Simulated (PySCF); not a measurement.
# H2O3Si2: relaxation and vibrations and intensities

The task, for H2O3Si2: 2 runs in a chain (relaxation and vibrations and intensities).

Method: relaxation, b3lyp, def2-tzvp, and further levels as typed in the inputs, in PySCF 2.14.0.

## (1) The system as given

Bond lengths: H1–O2 0.961 Å, O2–Si3 1.577 Å, Si3–O4 1.577 Å, O4–H5 0.961 Å, Si3–O6 1.659 Å, Si3–Si7 2.456 Å, O6–Si7 1.655 Å. Angles: H1–O2–Si3 127.4°, O2–Si3–O4 110.4°, O2–Si3–O6 119.8°, O2–Si3–Si7 123.8°, O4–Si3–O6 119.8°, O4–Si3–Si7 123.9°, O6–Si3–Si7 42.1°, Si3–O4–H5 127.4°, Si3–O6–Si7 95.7°, Si3–Si7–O6 42.2°.

Coordinates:

```xyz
7

H    -0.3690    2.1675    1.5359
O     0.5438    1.8825    1.4447
Si    1.1187    0.8146    0.4360
O     0.0084    0.3813   -0.5974
H     0.1169   -0.1775   -1.3712
O     2.7029    0.9063   -0.0465
Si    3.2090   -0.4225    0.7995
```

## (2) Relaxation: H2O3Si2, charge +1

run.py reads:

```python
from pyscf import gto, dft
from pyscf.geomopt.geometric_solver import optimize
mol = gto.M(atom="mol.xyz", basis="def2-tzvp", charge=1, spin=1, verbose=4)
mf = dft.UKS(mol, xc="b3lyp").density_fit().run(conv_tol=1e-9)
for i in range(6):  # look for a lower solution of the same spin
    mo, _, ok, _ = mf.stability(return_status=True)
    if ok: break
    mf.kernel(mf.make_rdm1(mo, mf.mo_occ))
print(f"converged SCF energy = {mf.e_tot:.10f}, stable: {ok}")
mf = mf.newton()  # steadier than the usual iterations for open shells
m = optimize(mf, maxsteps=60)
print("optimised structure (A):")
for k in range(m.natm): print(m.atom_symbol(k), *(f"{x:.8f}" for x in m.atom_coords(unit="A")[k]))
```

Run with:

```bash
python run.py
```

Standard output:

```text
rderDFUKS_Scanner
initial guess = minao
damping factor = 0
level_shift factor = 0
DIIS = <class 'pyscf.scf.diis.CDIIS'>
diis_start_cycle = 1
diis_space = 8
diis_damp = 0
SCF conv_tol = 1e-09
SCF conv_tol_grad = None
SCF max_cycles = 50
direct_scf = False
number electrons alpha = 27  beta = 26
XC library pyscf.dft.libxc version 7.0.0
    S. Lehtola, C. Steigemann, M. J.T. Oliveira, and M. A.L. Marques.,  SoftwareX 7, 1–5 (2018)
XC functionals = b3lyp
    P. J. Stephens, F. J. Devlin, C. F. Chabalowski, and M. J. Frisch.,  J. Phys. Chem. 98, 11623 (1994)
radial grids:
    Treutler-Ahlrichs [JCP 102, 346 (1995); DOI:10.1063/1.469408] (M4) radial grids

becke partition: Becke, JCP 88, 2547 (1988); DOI:10.1063/1.454033
pruning grids: <function nwchem_prune at 0xe32a64e840e0>
grids dens level: 3
symmetrized grids: False
atomic radii adjust function: <function treutler_atomic_radii_adjust at 0xe32a64e847c0>
small_rho_cutoff = 0
******** <class 'pyscf.df.df_jk.DFUKS'> Newton solver flags ********
SCF tol = 1e-09
conv_tol_grad = None
max. SCF cycles = 50
direct_scf = False
max_cycle_inner = 12
max_stepsize = 0.05
ah_start_tol = 1e+09
ah_level_shift = 0
ah_conv_tol = 1e-12
ah_lindep = 1e-14
ah_start_cycle = 1
ah_max_cycle = 40
ah_grad_trust_region = 2.5
kf_interval = 4
kf_trust_region = 5
canonicalization = True
Set conv_tol_grad to 3.16228e-05
tot grids = 100224
******** <class 'pyscf.df.df.DF'> ********
auxbasis = def2-tzvp-jkfit
[... the frontier-level lines of each cycle are left out ...]
Initial guess E= -805.851275693301  |g|= 5.71653e-05
macro= 0  E= -805.851275694503  delta_E= -1.20235e-09  |g|= 5.71653e-05  1 KF 3 JK
macro= 1  E= -805.851275694505  delta_E= -1.81899e-12  |g|= 3.83335e-06  1 KF 2 JK
Canonicalize SCF orbitals
macro X = 2  E=-805.851275694505  |g|= 3.83335e-06  total 3 KF 8 JK
converged SCF energy = -805.851275694505  <S^2> = 0.75657849  2S+1 = 2.0065677

******** <class 'pyscf.grad.rhf.Gradients_Scanner'> for <class 'pyscf.scf.hf.SecondOrderDFUKS_Scanner'> ********
unit = Eh/Bohr
grid_response = False
--------------- SecondOrderDFUKS_Scanner gradients ---------------
         x                y                z
0 H     0.0040853484     0.0002059554     0.0007386050
1 O    -0.0141861309    -0.0036523385    -0.0065076308
2 Si     0.0050780288    -0.0011847582    -0.0018702430
3 O     0.0043838433     0.0049732906     0.0090524156
4 H     0.0009944349     0.0016807894     0.0030605007
5 O     0.0035219577    -0.0043685229    -0.0009720545
6 Si    -0.0038272837     0.0023472297    -0.0034411527
----------------------------------------------
cycle 1: E = -805.851275695  dE = -805.851  norm(grad) = 0.022548

Geometry optimization cycle 2
Cartesian coordinates (Angstrom)
 Atom        New coordinates             dX        dY        dZ
   H  -0.320446   2.202194   1.600227    0.048554  0.034694  0.064327
   O   0.584698   1.894204   1.475734    0.040898  0.011704  0.031034
  Si   1.070288   0.818762   0.425479   -0.048412  0.004162 -0.010521
   O   0.007251   0.338758  -0.655529   -0.001149 -0.042542 -0.058129
   H   0.148776  -0.224411  -1.424768    0.031876 -0.046911 -0.053568
   O   2.656843   0.922683  -0.038111   -0.046057  0.016383  0.008389
  Si   3.179572  -0.400112   0.813490   -0.029428  0.022388  0.013990
New geometry
   1 H     -0.320446068743   2.202193838189   1.600226854610 AA   -0.605555307618   4.161543227382   3.023990492386 Bohr
   2 O      0.584698173670   1.894203639318   1.475734407324 AA    1.104919413769   3.579526102466   2.788733862440 Bohr
   3 Si     1.070288239700   0.818762045361   0.425478782558 AA    2.022551647375   1.547236026922   0.804038370848 Bohr
   4 O      0.007250523339   0.338758285150  -0.655528895608 AA    0.013701503371   0.640160381361  -1.238770079437 Bohr
   5 H      0.148775726467  -0.224410840082  -1.424767641454 AA    0.281145377006  -0.424075027138  -2.692420633491 Bohr
   6 O      2.656842885530   0.922682731446  -0.038111428194 AA    5.020705409650   1.743617662298  -0.072020161503 Bohr
   7 Si     3.179571572462  -0.400111603286   0.813490216427 AA    6.008519465405  -0.756101349472   1.537273714060 Bohr

******** <class 'pyscf.scf.hf.SecondOrderDFUKS_Scanner'> ********
method = SecondOrderDFUKS_Scanner
initial guess = minao
damping factor = 0
level_shift factor = 0
DIIS = <class 'pyscf.scf.diis.CDIIS'>
diis_start_cycle = 1
diis_space = 8
diis_damp = 0
SCF conv_tol = 1e-09
SCF conv_tol_grad = None
SCF max_cycles = 50
direct_scf = False
number electrons alpha = 27  beta = 26
XC library pyscf.dft.libxc version 7.0.0
    S. Lehtola, C. Steigemann, M. J.T. Oliveira, and M. A.L. Marques.,  SoftwareX 7, 1–5 (2018)
XC functionals = b3lyp
    P. J. Stephens, F. J. Devlin, C. F. Chabalowski, and M. J. Frisch.,  J. Phys. Chem. 98, 11623 (1994)
radial grids:
    Treutler-Ahlrichs [JCP 102, 346 (1995); DOI:10.1063/1.469408] (M4) radial grids

becke partition: Becke, JCP 88, 2547 (1988); DOI:10.1063/1.454033
pruning grids: <function nwchem_prune at 0xe32a64e840e0>
grids dens level: 3
symmetrized grids: False
atomic radii adjust function: <function treutler_atomic_radii_adjust at 0xe32a64e847c0>
small_rho_cutoff = 0
******** <class 'pyscf.df.df_jk.DFUKS'> Newton solver flags ********
SCF tol = 1e-09
conv_tol_grad = None
max. SCF cycles = 50
direct_scf = False
max_cycle_inner = 12
max_stepsize = 0.05
ah_start_tol = 1e+09
ah_level_shift = 0
ah_conv_tol = 1e-12
ah_lindep = 1e-14
ah_start_cycle = 1
ah_max_cycle = 40
ah_grad_trust_region = 2.5
kf_interval = 4
kf_trust_region = 5
canonicalization = True
Set conv_tol_grad to 3.16228e-05
tot grids = 100224
******** <class 'pyscf.df.df.DF'> ********
auxbasis = def2-tzvp-jkfit
Initial guess E= -805.852940099791  |g|= 0.0138392
macro= 0  E= -805.853036673181  delta_E= -9.65734e-05  |g|= 9.1825e-05  3 KF 13 JK
macro= 1  E= -805.853036673179  delta_E= 2.27374e-12  |g|= 9.97858e-06  1 KF 2 JK
Canonicalize SCF orbitals
macro X = 2  E=-805.853036673179  |g|= 9.97858e-06  total 5 KF 18 JK
converged SCF energy = -805.853036673179  <S^2> = 0.75640505  2S+1 = 2.0063948

******** <class 'pyscf.grad.rhf.Gradients_Scanner'> for <class 'pyscf.scf.hf.SecondOrderDFUKS_Scanner'> ********
unit = Eh/Bohr
grid_response = False
--------------- SecondOrderDFUKS_Scanner gradients ---------------
         x                y                z
0 H     0.0015471116     0.0000800762    -0.0003326411
1 O    -0.0027693471    -0.0020418841    -0.0005227080
2 Si     0.0022116686     0.0063422959     0.0063361085
3 O     0.0009557102    -0.0024280139    -0.0021530595
4 H    -0.0001111654    -0.0005558776    -0.0001129498
5 O     0.0005200252    -0.0015797282    -0.0012224390
6 Si    -0.0023314178     0.0001670388    -0.0019542894
----------------------------------------------
cycle 2: E = -805.853036673  dE = -0.00176098  norm(grad) = 0.0111896

Geometry optimization cycle 3
Cartesian coordinates (Angstrom)
 Atom        New coordinates             dX        dY        dZ
   H  -0.313729   2.198441   1.597421    0.006717 -0.003753 -0.002806
   O   0.593521   1.893171   1.467761    0.008823 -0.001033 -0.007973
  Si   1.066883   0.803650   0.423933   -0.003405 -0.015112 -0.001545
   O  -0.003428   0.339725  -0.656287   -0.010679  0.000967 -0.000758
   H   0.131982  -0.212868  -1.434204   -0.016794  0.011543 -0.009436
   O   2.653962   0.921111  -0.033378   -0.002881 -0.001572  0.004734
  Si   3.195720  -0.389974   0.827979    0.016148  0.010138  0.014489
New geometry
   1 H     -0.313729471394   2.198441188069   1.597420807992 AA   -0.592862778140   4.154451746415   3.018687832787 Bohr
   2 O      0.593520971525   1.893170569871   1.467761280245 AA    1.121592085369   3.577573884144   2.773666835905 Bohr
   3 Si     1.066883498251   0.803650474012   0.423933415611 AA    2.016117618512   1.518679295760   0.801118050556 Bohr
   4 O     -0.003428302968   0.339725136430  -0.656286954629 AA   -0.006478553681   0.641987465484  -1.240202603373 Bohr
   5 H      0.131981797001  -0.212867639425  -1.434203520187 AA    0.249409449760  -0.402261539295  -2.710251860040 Bohr
[... 849 lines left out ...]
tot grids = 100224
******** <class 'pyscf.df.df.DF'> ********
auxbasis = def2-tzvp-jkfit
Initial guess E= -805.853797916737  |g|= 0.000719424
macro= 0  E= -805.853798279441  delta_E= -3.62704e-07  |g|= 9.52606e-05  2 KF 8 JK
macro= 1  E= -805.853798279441  delta_E= 6.82121e-13  |g|= 9.29485e-06  1 KF 2 JK
Canonicalize SCF orbitals
macro X = 2  E=-805.853798279441  |g|= 9.29485e-06  total 4 KF 13 JK
converged SCF energy = -805.853798279441  <S^2> = 0.75619364  2S+1 = 2.0061841

******** <class 'pyscf.grad.rhf.Gradients_Scanner'> for <class 'pyscf.scf.hf.SecondOrderDFUKS_Scanner'> ********
unit = Eh/Bohr
grid_response = False
--------------- SecondOrderDFUKS_Scanner gradients ---------------
         x                y                z
0 H    -0.0000038546     0.0000166190     0.0000345979
1 O    -0.0000443073    -0.0000347794    -0.0001012253
2 Si     0.0000024054    -0.0000913066     0.0000318385
3 O    -0.0001210422    -0.0000179192     0.0000069043
4 H     0.0000175515    -0.0000270308    -0.0000005998
5 O     0.0000705904     0.0001377707    -0.0000508756
6 Si    -0.0000553390    -0.0000295587     0.0000291635
----------------------------------------------
cycle 12: E = -805.853798279  dE = -1.06752e-06  norm(grad) = 0.000267697

Geometry optimization cycle 13
Cartesian coordinates (Angstrom)
 Atom        New coordinates             dX        dY        dZ
   H  -0.232624   2.181385   1.644574    0.008986  0.003758  0.003619
   O   0.674505   1.909779   1.454695    0.008807  0.003219  0.003692
  Si   1.094748   0.801100   0.400133    0.006647  0.003656  0.002225
   O  -0.003662   0.409974  -0.675632    0.006003  0.008650  0.001096
   H   0.088461  -0.155209  -1.450940    0.003414  0.006879  0.002068
   O   2.691279   0.902788  -0.031367    0.007370  0.000801  0.003815
  Si   3.240995  -0.349751   0.902402    0.004874 -0.002789 -0.000489
New geometry
   1 H     -0.232624447181   2.181385496663   1.644573950686 AA   -0.439596495051   4.122221160791   3.107794358390 Bohr
   2 O      0.674505284840   1.909779264689   1.454695139796 AA    1.274630257919   3.608959768636   2.748975408951 Bohr
   3 Si     1.094747727310   0.801100250682   0.400132823573 AA    2.068773380105   1.513860072109   0.756141450001 Bohr
   4 O     -0.003661564221   0.409974418944  -0.675631981885 AA   -0.006919353565   0.774739369881  -1.276759406759 Bohr
   5 H      0.088461011863  -0.155208797010  -1.450940199931 AA    0.167167085123  -0.293302118472  -2.741879600990 Bohr
   6 O      2.691278785569   0.902788005309  -0.031366807612 AA    5.085779829577   1.706022078577  -0.059274675789 Bohr
   7 Si     3.240994628494  -0.349750600488   0.902402051025 AA    6.124592219040  -0.660932846825   1.705292730682 Bohr

******** <class 'pyscf.scf.hf.SecondOrderDFUKS_Scanner'> ********
method = SecondOrderDFUKS_Scanner
initial guess = minao
damping factor = 0
level_shift factor = 0
DIIS = <class 'pyscf.scf.diis.CDIIS'>
diis_start_cycle = 1
diis_space = 8
diis_damp = 0
SCF conv_tol = 1e-09
SCF conv_tol_grad = None
SCF max_cycles = 50
direct_scf = False
number electrons alpha = 27  beta = 26
XC library pyscf.dft.libxc version 7.0.0
    S. Lehtola, C. Steigemann, M. J.T. Oliveira, and M. A.L. Marques.,  SoftwareX 7, 1–5 (2018)
XC functionals = b3lyp
    P. J. Stephens, F. J. Devlin, C. F. Chabalowski, and M. J. Frisch.,  J. Phys. Chem. 98, 11623 (1994)
radial grids:
    Treutler-Ahlrichs [JCP 102, 346 (1995); DOI:10.1063/1.469408] (M4) radial grids

becke partition: Becke, JCP 88, 2547 (1988); DOI:10.1063/1.454033
pruning grids: <function nwchem_prune at 0xe32a64e840e0>
grids dens level: 3
symmetrized grids: False
atomic radii adjust function: <function treutler_atomic_radii_adjust at 0xe32a64e847c0>
small_rho_cutoff = 0
******** <class 'pyscf.df.df_jk.DFUKS'> Newton solver flags ********
SCF tol = 1e-09
conv_tol_grad = None
max. SCF cycles = 50
direct_scf = False
max_cycle_inner = 12
max_stepsize = 0.05
ah_start_tol = 1e+09
ah_level_shift = 0
ah_conv_tol = 1e-12
ah_lindep = 1e-14
ah_start_cycle = 1
ah_max_cycle = 40
ah_grad_trust_region = 2.5
kf_interval = 4
kf_trust_region = 5
canonicalization = True
Set conv_tol_grad to 3.16228e-05
tot grids = 100224
******** <class 'pyscf.df.df.DF'> ********
auxbasis = def2-tzvp-jkfit
Initial guess E= -805.853797791494  |g|= 0.00077319
macro= 0  E= -805.853798188904  delta_E= -3.9741e-07  |g|= 8.76014e-05  2 KF 7 JK
macro= 1  E= -805.853798188903  delta_E= 6.82121e-13  |g|= 1.17203e-05  1 KF 2 JK
Canonicalize SCF orbitals
macro X = 2  E=-805.853798188903  |g|= 1.17203e-05  total 4 KF 12 JK
converged SCF energy = -805.853798188903  <S^2> = 0.75618658  2S+1 = 2.006177

******** <class 'pyscf.grad.rhf.Gradients_Scanner'> for <class 'pyscf.scf.hf.SecondOrderDFUKS_Scanner'> ********
unit = Eh/Bohr
grid_response = False
--------------- SecondOrderDFUKS_Scanner gradients ---------------
         x                y                z
0 H     0.0000307289    -0.0000184692     0.0000088216
1 O    -0.0000874088     0.0000192924    -0.0000522919
2 Si    -0.0000893870    -0.0000520375    -0.0000739965
3 O    -0.0001261388     0.0000010776     0.0000447852
4 H     0.0000111272    -0.0000452471    -0.0000031450
5 O     0.0001733943    -0.0000566978     0.0001349752
6 Si    -0.0000544273     0.0001158692    -0.0001119746
----------------------------------------------
cycle 13: E = -805.853798189  dE = 9.05372e-08  norm(grad) = 0.000358897

Geometry optimization cycle 14
Cartesian coordinates (Angstrom)
 Atom        New coordinates             dX        dY        dZ
   H  -0.225562   2.184125   1.647209    0.007062  0.002740  0.002635
   O   0.681509   1.911919   1.457850    0.007004  0.002139  0.003155
  Si   1.100063   0.803561   0.402160    0.005315  0.002461  0.002027
   O   0.001256   0.415888  -0.674362    0.004918  0.005914  0.001270
   H   0.091524  -0.149692  -1.449582    0.003063  0.005517  0.001358
   O   2.696774   0.902543  -0.029016    0.005495 -0.000245  0.002351
  Si   3.244873  -0.351960   0.902670    0.003879 -0.002210  0.000268
New geometry
   1 H     -0.225562041549   2.184125113725   1.647209288019 AA   -0.426250482625   4.127398286725   3.112774424196 Bohr
   2 O      0.681509229504   1.911918540916   1.457850195172 AA    1.287865795125   3.613002414809   2.754937599519 Bohr
   3 Si     1.100062837087   0.803561464525   0.402160174905 AA    2.078817481907   1.518511092206   0.759972588778 Bohr
   4 O      0.001256064308   0.415888389246  -0.674362416948 AA    0.002373617536   0.785915154061  -1.274360276732 Bohr
   5 H      0.091524067449  -0.149691838269  -1.449581954318 AA    0.172955421285  -0.282876577412  -2.739312888772 Bohr
   6 O      2.696774163905   0.902542820549  -0.029015866294 AA    5.096164589583   1.705558746531  -0.054832040562 Bohr
   7 Si     3.244873282421  -0.351960345108   0.902669759507 AA    6.131921812695  -0.665108658961   1.705798626394 Bohr

******** <class 'pyscf.scf.hf.SecondOrderDFUKS_Scanner'> ********
method = SecondOrderDFUKS_Scanner
initial guess = minao
damping factor = 0
level_shift factor = 0
DIIS = <class 'pyscf.scf.diis.CDIIS'>
diis_start_cycle = 1
diis_space = 8
diis_damp = 0
SCF conv_tol = 1e-09
SCF conv_tol_grad = None
SCF max_cycles = 50
direct_scf = False
number electrons alpha = 27  beta = 26
XC library pyscf.dft.libxc version 7.0.0
    S. Lehtola, C. Steigemann, M. J.T. Oliveira, and M. A.L. Marques.,  SoftwareX 7, 1–5 (2018)
XC functionals = b3lyp
    P. J. Stephens, F. J. Devlin, C. F. Chabalowski, and M. J. Frisch.,  J. Phys. Chem. 98, 11623 (1994)
radial grids:
    Treutler-Ahlrichs [JCP 102, 346 (1995); DOI:10.1063/1.469408] (M4) radial grids

becke partition: Becke, JCP 88, 2547 (1988); DOI:10.1063/1.454033
pruning grids: <function nwchem_prune at 0xe32a64e840e0>
grids dens level: 3
symmetrized grids: False
atomic radii adjust function: <function treutler_atomic_radii_adjust at 0xe32a64e847c0>
small_rho_cutoff = 0
******** <class 'pyscf.df.df_jk.DFUKS'> Newton solver flags ********
SCF tol = 1e-09
conv_tol_grad = None
max. SCF cycles = 50
direct_scf = False
max_cycle_inner = 12
max_stepsize = 0.05
ah_start_tol = 1e+09
ah_level_shift = 0
ah_conv_tol = 1e-12
ah_lindep = 1e-14
ah_start_cycle = 1
ah_max_cycle = 40
ah_grad_trust_region = 2.5
kf_interval = 4
kf_trust_region = 5
canonicalization = True
Set conv_tol_grad to 3.16228e-05
tot grids = 100224
******** <class 'pyscf.df.df.DF'> ********
auxbasis = def2-tzvp-jkfit
Initial guess E= -805.853797998783  |g|= 0.000509841
macro= 0  E= -805.853798163058  delta_E= -1.64275e-07  |g|= 5.41243e-05  2 KF 7 JK
macro= 1  E= -805.853798163059  delta_E= -6.82121e-13  |g|= 1.22917e-05  1 KF 2 JK
Canonicalize SCF orbitals
macro X = 2  E=-805.853798163059  |g|= 1.22917e-05  total 4 KF 12 JK
converged SCF energy = -805.853798163059  <S^2> = 0.7561806  2S+1 = 2.0061711

******** <class 'pyscf.grad.rhf.Gradients_Scanner'> for <class 'pyscf.scf.hf.SecondOrderDFUKS_Scanner'> ********
unit = Eh/Bohr
grid_response = False
--------------- SecondOrderDFUKS_Scanner gradients ---------------
         x                y                z
0 H     0.0000290549    -0.0000433365    -0.0000136286
1 O    -0.0000894919     0.0000529848    -0.0000092084
2 Si    -0.0001155401    -0.0000017707    -0.0001119680
3 O    -0.0000846234     0.0000025638     0.0000487198
4 H    -0.0000051285    -0.0000489856    -0.0000032265
5 O     0.0001560252    -0.0001677595     0.0002058816
6 Si    -0.0000372117     0.0001766973    -0.0001712191
----------------------------------------------
cycle 14: E = -805.853798163  dE = 2.58447e-08  norm(grad) = 0.000456588
optimised structure (A):
H -0.22556204 2.18412511 1.64720929
O 0.68150923 1.91191854 1.45785020
Si 1.10006284 0.80356146 0.40216017
O 0.00125606 0.41588839 -0.67436242
H 0.09152407 -0.14969184 -1.44958195
O 2.69677416 0.90254282 -0.02901587
Si 3.24487328 -0.35196035 0.90266976
```

It took 6.3 min on 8 threads of Arm Neoverse N1, shared host.

[end of part 1 of 2]
